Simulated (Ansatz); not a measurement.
# Mg12H: the cost of one run

Method: DFT PBE+D3(BJ), plane waves, PAW, scalar-relativistic, no spin polarisation, in Ansatz 0.2.0.

1 further run of the same task is left out (it didn't finish).

### 1 Starting point

The cell holds 13 atoms (HMg12): a = 6.420 Å, b = 9.630 Å, c = 5.213 Å, α = 90.00°, β = 90.00°, γ = 120.00°.

Coordinates:

```
CELL_PARAMETERS angstrom
6.42000 0.00000 0.00000
-4.81500 8.33982 0.00000
0.00000 0.00000 5.21304
ATOMIC_POSITIONS crystal
Mg 0.00000 0.00000 0.00000
Mg 0.16667 0.22222 0.50000
Mg 0.00000 0.33333 0.00000
Mg 0.16667 0.55556 0.50000
Mg 0.00000 0.66667 0.00000
Mg 0.16667 0.88889 0.50000
Mg 0.50000 0.00000 0.00000
Mg 0.66667 0.22222 0.50000
Mg 0.50000 0.33333 0.00000
Mg 0.66667 0.55556 0.50000
Mg 0.50000 0.66667 0.00000
Mg 0.66667 0.88889 0.50000
H 0.99387 0.65731 0.62249
```

### 2 Relaxing end A

Contents of input.yaml:

```yaml
crystal:
  lattice:
    - [6.42, 0.0, 0.0]
    - [-4.815, 8.339825, 0.0]
    - [0.0, 0.0, 5.21304]
  atoms:
    - { symbol: Mg, position: [0.0, 0.0, 0.0] }
    - { symbol: Mg, position: [0.1666667, 0.2222222, 0.5] }
    - { symbol: Mg, position: [0.0, 0.3333333, 0.0] }
    - { symbol: Mg, position: [0.1666667, 0.5555556, 0.5] }
    - { symbol: Mg, position: [0.0, 0.6666667, 0.0] }
    - { symbol: Mg, position: [0.1666667, 0.8888889, 0.5] }
    - { symbol: Mg, position: [0.5, 0.0, 0.0] }
    - { symbol: Mg, position: [0.6666667, 0.2222222, 0.5] }
    - { symbol: Mg, position: [0.5, 0.3333333, 0.0] }
    - { symbol: Mg, position: [0.6666667, 0.5555556, 0.5] }
    - { symbol: Mg, position: [0.5, 0.6666667, 0.0] }
    - { symbol: Mg, position: [0.6666667, 0.8888889, 0.5] }
    - { symbol: H, position: [-0.0061328, 0.657309, 0.6224941] }
basis:
  ecutwfc: 420.0
kpoints:
  mp_grid: { grid: [3, 2, 3] }
hamiltonian:
  xc: pbe
  dispersion: d3bj
scf:
  occupations: { method: gaussian, width: 0.15 }
  lower_state_search: "off"
relax:
  f_tol: 0.03
  max_steps: 60
  adjacent_minimum: "off"
```

The run is started by

```sh
ansatz run input.yaml --threads 2 --pin off --max-ram 5120MiB --backend cpu --events-out ev --progress --plain --runs-dir out
```

**Question.** How long does this run take on 2 threads of Arm Neoverse V1, shared host, and how much memory does it need?

About 26 s, with a peak of 0.57 GiB.
